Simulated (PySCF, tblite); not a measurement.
**C₃H₁₄N₂Si₂: geometry, infrared bands and NMR shifts**

Aim: predict the infrared bands and NMR shifts of C₃H₁₄N₂Si₂ (`CCCN[SiH2][SiH2]N`).

Computed with tblite 0.8.0 and PySCF 2.14.0, with density-fitted response routines of our own, on a single molecule in the gas phase. Atoms are numbered from 0 throughout.

## Step 1: Starting geometry

21 atoms, charge 0, multiplicity 1; geometry from: force field or distance geometry start.

Bonds of the start (Å): C0–C1 1.52, C1–C2 1.53, C2–N3 1.42, N3–Si4 1.78, Si4–Si5 2.23, Si5–N6 1.78, C0–H7 1.10, C0–H8 1.11, C0–H9 1.10, C1–H10 1.13, C1–H11 1.08, C2–H12 1.11, C2–H13 1.14, N3–H14 1.03, Si4–H15 1.48, Si4–H16 1.45, Si5–H17 1.47, Si5–H18 1.46, N6–H19 1.04, N6–H20 1.03.

## Step 2: Optimising the geometry with GFN2-xTB

Job settings and geometry (Å):

```
{"job": {"kind": "relax", "xc": "GFN2-xTB", "basis": "xTB"}, "charge": 0, "multiplicity": 1}
C     -3.550700    -0.129900     0.344800
C     -2.109200    -0.303600    -0.112700
C     -1.347500     1.008500     0.100100
N      0.016100     0.939500    -0.307800
Si     0.991000    -0.265700     0.571500
Si     2.980900    -0.369300    -0.427200
N      4.326900    -0.006600     0.680800
H     -4.268900    -0.434800    -0.432300
H     -3.682300     0.950200     0.547900
H     -3.683100    -0.727600     1.259900
H     -1.660900    -1.126900     0.518400
H     -2.141200    -0.533200    -1.172000
H     -1.545900     1.444900     1.098900
H     -1.845800     1.702800    -0.650000
H      0.103400     0.797300    -1.326500
H      0.370300    -1.609700     0.466700
H      1.214400     0.050200     1.968600
H      3.001900     0.675900    -1.454800
H      3.146800    -1.644700    -1.125700
H      5.189900     0.324900     0.205000
H      4.485100    -0.725200     1.400400
```

Launch:

```
> OMP_NUM_THREADS=1 python probes_run.py task.json out
```

The driver reads the jobs from task.json and runs them one after another.

Log:

```text
step      E/eV     max force
  0    -622.05047    2.429
  1    -622.29343    0.897
  2    -622.40330    0.672
  3    -622.48650    0.823
  4    -622.55284    0.580
  5    -622.59533    0.424
  6    -622.63092    0.384
  7    -622.66381    0.508
  8    -622.69172    0.434
  9    -622.71641    0.443
 10    -622.73580    0.372
 11    -622.75026    0.317
 12    -622.76121    0.250
 13    -622.76813    0.156
 14    -622.77266    0.146
 15    -622.77628    0.175
 16    -622.77951    0.157
 17    -622.78283    0.150
 18    -622.78634    0.150
 19    -622.78993    0.139
 20    -622.79344    0.140
 21    -622.79708    0.143
 22    -622.80141    0.133
 23    -622.80667    0.154
 24    -622.81233    0.160
 25    -622.81816    0.155
 26    -622.82483    0.209
 27    -622.83349    0.233
 28    -622.84468    0.282
 29    -622.85648    0.258
 30    -622.86671    0.236
 31    -622.87621    0.240
 32    -622.88600    0.252
 33    -622.89115    0.473
 34    -622.89894    0.274
 35    -622.90386    0.197
 36    -622.90965    0.125
 37    -622.91289    0.119
 38    -622.91703    0.124
 39    -622.91932    0.098
 40    -622.92099    0.101
 41    -622.92250    0.100
 42    -622.92400    0.082
 43    -622.92519    0.073
 44    -622.92607    0.070
 45    -622.92700    0.094
 46    -622.92817    0.085
 47    -622.92957    0.086
 48    -622.93100    0.094
 49    -622.93259    0.097
 50    -622.93459    0.118
 51    -622.93742    0.132
 52    -622.94067    0.150
 53    -622.94373    0.134
 54    -622.94589    0.093
 55    -622.94718    0.108
 56    -622.94820    0.082
 57    -622.94906    0.073
 58    -622.94976    0.057
 59    -622.95031    0.052
 60    -622.95081    0.054
 61    -622.95122    0.051
 62    -622.95164    0.052
 63    -622.95207    0.052
 64    -622.95249    0.053
 65    -622.95286    0.054
 66    -622.95314    0.042
 67    -622.95337    0.032
 68    -622.95357    0.031
 69    -622.95376    0.033
 70    -622.95395    0.029
 71    -622.95413    0.028
 72    -622.95428    0.023
 73    -622.95441    0.024
 74    -622.95453    0.025
 75    -622.95466    0.028
 76    -622.95479    0.029
 77    -622.95490    0.025
 78    -622.95498    0.026
 79    -622.95506    0.022
 80    -622.95513    0.022
 81    -622.95520    0.020
 82    -622.95526    0.014
 83    -622.95532    0.015
 84    -622.95537    0.016
 85    -622.95543    0.019
 86    -622.95550    0.020
 87    -622.95558    0.019
 88    -622.95567    0.020
 89    -622.95577    0.022
 90    -622.95590    0.026
 91    -622.95606    0.029
 92    -622.95622    0.026
 93    -622.95634    0.023
 94    -622.95644    0.024
 95    -622.95656    0.025
 96    -622.95671    0.035
 97    -622.95687    0.035
 98    -622.95700    0.023
 99    -622.95710    0.025
100    -622.95719    0.020
101    -622.95730    0.025
102    -622.95742    0.026
103    -622.95758    0.025
104    -622.95781    0.035
105    -622.95812    0.054
106    -622.95844    0.054
107    -622.95871    0.043
108    -622.95888    0.034
109    -622.95906    0.031
110    -622.95921    0.029
111    -622.95941    0.023
112    -622.95949    0.025
113    -622.95962    0.023
114    -622.95971    0.024
115    -622.95981    0.026
116    -622.95988    0.023
117    -622.95994    0.015
118    -622.96000    0.018
119    -622.96009    0.025
120    -622.96022    0.031
121    -622.96035    0.025
122    -622.96048    0.027
123    -622.96059    0.028
124    -622.96073    0.040
125    -622.96093    0.046
126    -622.96116    0.029
127    -622.96136    0.032
128    -622.96152    0.037
129    -622.96170    0.047
130    -622.96191    0.044
131    -622.96216    0.038
132    -622.96240    0.035
133    -622.96261    0.040
134    -622.96276    0.033
135    -622.96289    0.044
136    -622.96305    0.034
137    -622.96347    0.057
138    -622.96380    0.065
139    -622.96432    0.051
140    -622.96462    0.046
141    -622.96484    0.039
142    -622.96505    0.035
143    -622.96540    0.031
144    -622.96563    0.030
145    -622.96587    0.044
146    -622.96609    0.037
147    -622.96641    0.050
148    -622.96681    0.047
149    -622.96712    0.034
150    -622.96746    0.036
151    -622.96779    0.034
152    -622.96811    0.034
153    -622.96843    0.039
154    -622.96880    0.036
155    -622.96922    0.047
156    -622.96938    0.056
157    -622.96926    0.073
158    -622.96983    0.028
159    -622.96992    0.026
160    -622.97023    0.028
161    -622.97040    0.044
162    -622.97066    0.025
163    -622.97078    0.034
164    -622.97094    0.040
165    -622.97110    0.034
166    -622.97126    0.024
167    -622.97139    0.026
168    -622.97152    0.025
169    -622.97163    0.035
170    -622.97173    0.020
171    -622.97180    0.023
172    -622.97188    0.026
173    -622.97198    0.024
174    -622.97207    0.024
175    -622.97217    0.021
176    -622.97226    0.021
177    -622.97236    0.023
178    -622.97245    0.021
179    -622.97253    0.022
180    -622.97260    0.025
181    -622.97267    0.023
182    -622.97275    0.016
183    -622.97280    0.015
184    -622.97284    0.010
185    -622.97286    0.009
```

Run time: 4.3 s. Hardware: 1 thread of Intel Xeon at 2.50GHz, shared host; peak memory 0.18 GiB.

The steps of the relaxation: (not every step is listed)

| step | energy from step 0 (eV) | largest force (eV/Å) |
| --- | --- | --- |
| 0 | 0.0000 | 2.4289 |
| 1 | -0.2430 | 0.8970 |
| 2 | -0.3528 | 0.6718 |
| 3 | -0.4360 | 0.8227 |
| 4 | -0.5024 | 0.5800 |
| 5 | -0.5449 | 0.4236 |
| 6 | -0.5804 | 0.3845 |
| 7 | -0.6133 | 0.5083 |
| 8 | -0.6413 | 0.4340 |
| 25 | -0.7677 | 0.1547 |
| 42 | -0.8735 | 0.0816 |
| 59 | -0.8998 | 0.0518 |
| 76 | -0.9043 | 0.0288 |
| 93 | -0.9059 | 0.0232 |
| 110 | -0.9087 | 0.0293 |
| 127 | -0.9109 | 0.0320 |
| 144 | -0.9152 | 0.0298 |
| 161 | -0.9199 | 0.0438 |
| 178 | -0.9220 | 0.0210 |
| 180 | -0.9221 | 0.0249 |
| 181 | -0.9222 | 0.0230 |
| 182 | -0.9223 | 0.0157 |
| 183 | -0.9223 | 0.0146 |
| 184 | -0.9224 | 0.0102 |
| 185 | -0.9224 | 0.0095 |

Distances of close pairs at the start and the end, largest changes first:

| bond | before (Å) | after (Å) | change (Å) |
| --- | --- | --- | --- |
| N3–Si4 | 1.782 | 1.720 | -0.063 |
| Si4–Si5 | 2.229 | 2.290 | +0.061 |
| Si5–N6 | 1.781 | 1.726 | -0.055 |
| C2–H13 | 1.137 | 1.097 | -0.040 |
| C1–H10 | 1.130 | 1.092 | -0.039 |
| N6–H19 | 1.040 | 1.007 | -0.032 |
| N3–H14 | 1.032 | 1.009 | -0.023 |
| N6–H20 | 1.029 | 1.007 | -0.022 |

The next job starts from the end point, and lists it.

## Step 3: Infrared spectrum with GFN2-xTB

Job settings and geometry (Å):

```
{"job": {"kind": "ir", "xc": "GFN2-xTB", "basis": "xTB"}, "charge": 0, "multiplicity": 1}
C     -3.698405    -0.158066     0.265621
C     -2.245717    -0.378615    -0.134027
C     -1.391951     0.870968     0.093245
N     -0.018661     0.699873    -0.306275
Si     1.187709     0.037650     0.724805
Si     3.108365     0.037916    -0.522559
N      4.332749    -0.554664     0.539174
H     -4.284144    -1.057435     0.090420
H     -4.134363     0.653779    -0.312958
H     -3.767933     0.098427     1.320094
H     -1.819890    -1.199357     0.446025
H     -2.193108    -0.655442    -1.190460
H     -1.397388     1.126105     1.154371
H     -1.827800     1.711704    -0.461120
H      0.052602     0.530631    -1.298467
H      0.839954    -1.300427     1.271497
H      1.156703     0.909295     1.909303
H      3.642561     1.337471    -0.944834
H      3.004443    -0.742842    -1.779601
H      5.287890    -0.558477     0.219393
H      4.157464    -1.391551     1.070585
```

Log:

```text
mode    cm-1     km/mol
  1      25.9      0.98
  2      37.6      0.05
  3      58.1      0.02
  4      80.3      0.00
  5     111.0      0.39
  6     168.4      0.41
  7     219.4      9.88
  8     223.5      4.34
  9     262.4      1.10
 10     282.4      9.95
 11     395.4     43.40
 12     442.2      8.03
 13     474.6      6.54
 14     489.7     38.79
 15     510.1     47.96
 16     530.5    152.95
 17     593.8     96.36
 18     594.6     11.72
 19     681.9    580.33
 20     742.8    118.84
 21     783.9     33.82
 22     823.0    133.09
 23     828.2     66.26
 24     840.7    409.77
 25     867.0      3.77
 26     893.5    170.52
 27     914.5      9.09
 28     931.3     15.28
 29    1091.1      0.40
 30    1099.1     14.02
 31    1117.2      9.84
 32    1160.6    127.08
 33    1229.5      5.16
 34    1274.3      3.73
 35    1297.6      4.04
 36    1355.8      2.16
 37    1386.5     73.52
 38    1413.7      2.48
 39    1487.8      0.43
 40    1496.3      0.30
 41    1502.5      3.05
 42    1505.9      2.18
 43    1541.0     40.39
 44    2032.6    326.12
 45    2063.2    424.11
 46    2180.3    315.32
 47    2213.5    324.09
 48    2899.6     68.73
 49    2959.4     26.68
 50    2982.6     55.38
 51    2987.8     38.99
 52    3030.0     53.10
 53    3034.6     49.52
 54    3040.0     31.81
 55    3441.3     10.32
 56    3474.2      0.04
 57    3507.6      5.73
```

Run time: 1.7 s. Hardware: 1 thread of Intel Xeon at 2.50GHz, shared host; peak memory 0.18 GiB.

Which atoms move in the most intense modes:

| cm⁻¹ | km/mol | atoms |
| --- | --- | --- |
| 530 | 152.9 | H19 38 %, H20 31 %, N6 15 % |
| 682 | 580.3 | H18 36 %, H17 24 %, H16 11 %, H15 11 % |
| 841 | 409.8 | H16 16 %, H15 15 %, Si4 11 %, H19 11 % |
| 894 | 170.5 | N6 45 %, Si5 35 % |
| 2033 | 326.1 | H15 93 % |
| 2063 | 424.1 | H18 94 % |
| 2180 | 315.3 | H16 94 % |
| 2214 | 324.1 | H17 95 % |

## Step 4: Shielding tensors: PBE0/pcSseg-1

Settings changed since step 3:

```diff
@@ -1,2 +1,2 @@
-{"job": {"kind": "ir", "xc": "GFN2-xTB", "basis": "xTB"}, "charge": 0, "multiplicity": 1}
+{"job": {"kind": "nmr", "xc": "PBE0", "basis": "pcSseg-1"}, "charge": 0, "multiplicity": 1}
 C     -3.698405    -0.158066     0.265621
```

With the program's defaults for keys left out, this is: GIAO PBE0/pcSseg-1 NMR shielding, non-relativistic, gas phase.

Log:

```text
coarse grid: 17312 points
cycle   1  E = -810.5756785922  dE =  4.501e-01  |g| = 5.897e-01  |ddm| = 3.924e+00
cycle   2  E = -810.5184311277  dE =  5.725e-02  |g| = 7.823e-01  |ddm| = 1.340e+00
cycle   3  E = -810.6552721225  dE = -1.368e-01  |g| = 6.485e-02  |ddm| = 8.510e-01
cycle   4  E = -810.6560370498  dE = -7.649e-04  |g| = 2.921e-02  |ddm| = 7.816e-02
cycle   5  E = -810.6562339786  dE = -1.969e-04  |g| = 5.912e-03  |ddm| = 2.825e-02
cycle   6  E = -810.6562407082  dE = -6.730e-06  |g| = 2.441e-03  |ddm| = 7.347e-03
final grid: 154672 points
cycle   7  E = -810.6913503653  dE = -2.860e-05  |g| = 9.925e-03  |ddm| = 2.353e-02
cycle   8  E = -810.6913333869  dE =  1.698e-05  |g| = 1.332e-02  |ddm| = 1.958e-02
cycle   9  E = -810.6913724800  dE = -3.909e-05  |g| = 7.677e-04  |ddm| = 1.129e-02
cycle  10  E = -810.6913726051  dE = -1.251e-07  |g| = 2.157e-04  |ddm| = 8.229e-04
cycle  11  E = -810.6913726158  dE = -1.064e-08  |g| = 4.265e-05  |ddm| = 2.202e-04
cycle  12  E = -810.6913726162  dE = -3.845e-10  |g| = 1.420e-05  |ddm| = 5.884e-05
converged SCF energy = -810.6913726162

GIAO shielding tensors (ppm)
atom      isotropic    diamagn.    paramagn.     s11        s22        s33       span
  0 C      173.786     244.256     -70.470    165.436    167.653    188.269     22.833
  1 C      155.394     249.594     -94.199    134.890    160.830    170.463     35.573
  2 C      133.541     244.661    -111.119    105.999    131.299    163.327     57.328
  3 N      242.546     326.850     -84.304    202.510    238.268    286.859     84.349
  4 Si     406.291     883.405    -477.115    353.306    377.832    487.734    134.427
  5 Si     404.353     879.782    -475.428    356.123    379.578    477.359    121.236
  6 N      272.108     313.811     -41.703    234.269    265.351    316.705     82.436
  7 H       30.515      26.503       4.012     25.927     27.820     37.799     11.872
  8 H       30.885      27.586       3.299     26.581     28.972     37.103     10.522
  9 H       30.942      28.144       2.797     26.446     29.273     37.106     10.659
 10 H       29.884      33.394      -3.511     25.190     30.767     33.694      8.504
 11 H       30.681      32.946      -2.265     26.080     31.150     34.814      8.733
 12 H       29.192      32.735      -3.543     24.560     30.401     32.615      8.055
 13 H       28.678      31.571      -2.893     22.720     29.358     33.958     11.238
 14 H       32.243      37.375      -5.131     22.924     32.616     41.190     18.266
 15 H       26.552      32.272      -5.720     22.412     26.091     31.152      8.740
 16 H       26.869      31.378      -4.509     23.540     25.702     31.365      7.825
 17 H       26.749      29.905      -3.156     23.547     25.867     30.832      7.285
 18 H       26.559      30.876      -4.317     22.563     25.758     31.357      8.794
 19 H       31.946      26.367       5.579     23.642     27.734     44.461     20.819
 20 H       32.241      31.154       1.087     24.159     29.652     42.913     18.754
```

Run time: 1.8 min. Hardware: 1 thread of Intel Xeon at 2.50GHz, shared host; peak memory 0.92 GiB.

Shifts follow as δ = σ(reference) − σ, with reference shieldings (ppm) from runs at the same level and on the same kind of geometry: ¹H TMS 31.72, ¹³C TMS 186.9, ²⁹Si TMS 349.2, ¹⁵N NH3 267.7. The references are single molecules in the gas phase, so shifts against H2O, NH3, PH3, H3PO4 or CFCl3 are not on the usual liquid scales and can be off by tens of ppm. Atoms listed in one row are averaged.

| atoms | environment | σ (ppm) | δ (ppm) | δ scaled to CDCl3 |
| --- | --- | --- | --- | --- |
| C2 | sp3 CH2 bonded to N | 133.5 | 53.4 | 50.2 |
| C1 | sp3 CH2 | 155.4 | 31.5 | 28.9 |
| C0 | methyl carbon | 173.8 | 13.1 | 10.9 |
| H17, H18 | hydrogen on a silicon bonded to N, Si | 26.65 | 5.06 | – |
| H15, H16 | hydrogen on a silicon bonded to N, Si | 26.71 | 5.01 | – |
| H12, H13 | hydrogen on an sp3 CH2 bonded to N | 28.94 | 2.78 | 2.73 |
| H10, H11 | hydrogen on an sp3 CH2 | 30.28 | 1.43 | 1.46 |
| H7, H8, H9 | hydrogen on a methyl carbon | 30.78 | 0.94 | 0.99 |
| H19, H20 | hydrogen on a nitrogen bonded to Si | 32.09 | -0.38 | – |
| H14 | hydrogen on a nitrogen bonded to C, Si | 32.24 | -0.53 | – |
| N3 | nitrogen bonded to C, Si, H | 242.5 | 25.2 | – |
| N6 | nitrogen bonded to Si, 2 H | 272.1 | -4.4 | – |
| Si5 | silicon bonded to N, Si, 2 H | 404.4 | -55.2 | – |
| Si4 | silicon bonded to N, Si, 2 H | 406.3 | -57.1 | – |

The scaled column applies a straight-line fit of computed shieldings to shifts measured in CDCl3 (root-mean-square error 0.16 ppm for H, 1.9 ppm for C).

The run also stored atomic charges by several schemes (e):

| atoms | Mulliken | IAO | Hirshfeld | ESP fit |
| --- | --- | --- | --- | --- |
| C0 | -0.27 | -0.42 | -0.12 | -0.44 |
| C1 | -0.29 | -0.26 | -0.07 | 0.21 |
| C2 | 0.00 | -0.14 | -0.02 | 0.31 |
| N3 | -0.68 | -0.67 | -0.25 | -0.84 |
| Si4 | 0.46 | 0.58 | 0.27 | 0.25 |
| Si5 | 0.44 | 0.61 | 0.28 | 0.54 |
| N6 | -0.63 | -0.84 | -0.32 | -1.01 |

Mayer bond orders: C0–C1 1.06, C1–C2 1.02, C2–N3 0.96, N3–Si4 0.99, Si4–Si5 0.94, Si5–N6 1.02.

Orbitals, density, ELF and potential are computed afterwards from the orbital file.

Frontier orbitals at PBE0/pcSseg-1, with the share of their density that lies nearest to each atom:

| orbital | energy (eV) | lies on |
| --- | --- | --- |
| HOMO | -6.56 | N3 55 %; H15 10 %; H14 7 % |
| LUMO | -0.30 | Si4, Si5 about 15 % each; H15, H17, H18 about 9 % each; H14, H16, H20 about 8 % each |

ELF in a plane through or near 8 of the atoms.

Ten even steps from '0' (0.00) to '9' (1.00):
```
0000000000000000000000000000
0000000000000000000000000000
0000000000001000000000000000
0000000000058600000000000000
0000016500299920000000000000
0000049810399920100010000000
0000049920399910530251000000
0002458810379900761574100000
0008982634711400565545100000
0009993846910531638345100000
0007965462964873866689500000
0000202184742673562399810000
0000002410301881210199800000
0000004763103990000068400000
0000004762002880000001000000
0000002431000420000000000000
0000000100000000000000000000
0000000000000000000000000000
0000000000000000000000000000
0000000000000000000000000000
```
The map spans 15.8 Å across and 8.6 Å up, centred on the molecule. Atoms in the plane (x, y in Å): C0 (3.7, 0.3), Si5 (-3.1, -0.6), N6 (-4.3, 0.6), H8 (4.2, -0.6), H14 (0.0, -1.5), H15 (-0.9, 1.7), H19 (-5.3, 0.3), H20 (-4.2, 1.5).

On the surface of density 0.002 e/bohr³ the electrostatic potential runs, from the 1st to the 99th percentile, from -1.28 V near N6 to 1.44 V near H14.

## Step 5: Results

```
                                                              quantity                                           value
                             strongest single infrared mode (GFN2-xTB)                            682 cm⁻¹, 580 km/mol
                                          zero-point energy (GFN2-xTB)                                  105.2 kcal/mol
                                ¹³C shifts against TMS (PBE0/pcSseg-1)                            53.4, 31.5, 13.1 ppm
¹H shifts against TMS (PBE0/pcSseg-1, means over atoms taken as alike)  5.06, 5.01, 2.78, 1.43, 0.94, -0.38, -0.53 ppm
                                ¹⁵N shifts against NH3 (PBE0/pcSseg-1)                                  25.2, -4.4 ppm
                               ²⁹Si shifts against TMS (PBE0/pcSseg-1)                                -55.2, -57.1 ppm
                                 surface potential, 1st and 99th percentile                              -1.28 V and 1.44 V
```

Over 185 steps the energy fell by 0.922 eV; of the close pairs, N3–Si4 changed most, 1.782 to 1.720 Å. No mode is imaginary among the 57: a minimum at this level. The strongest single mode, at 682 cm⁻¹, is carried by H18, H17, H16, H15. GFN2-xTB is a fitted tight-binding method: band positions and strengths are rough. Its intensities can rank the bands wrongly. C2 (sp3 CH2 bonded to N) lies farthest downfield among carbon, at 53.4 ppm; pulled downfield by the heteroatom. At PBE0/pcSseg-1: The largest span, 134 ppm, is at Si4, where the paramagnetic term is -477 ppm.
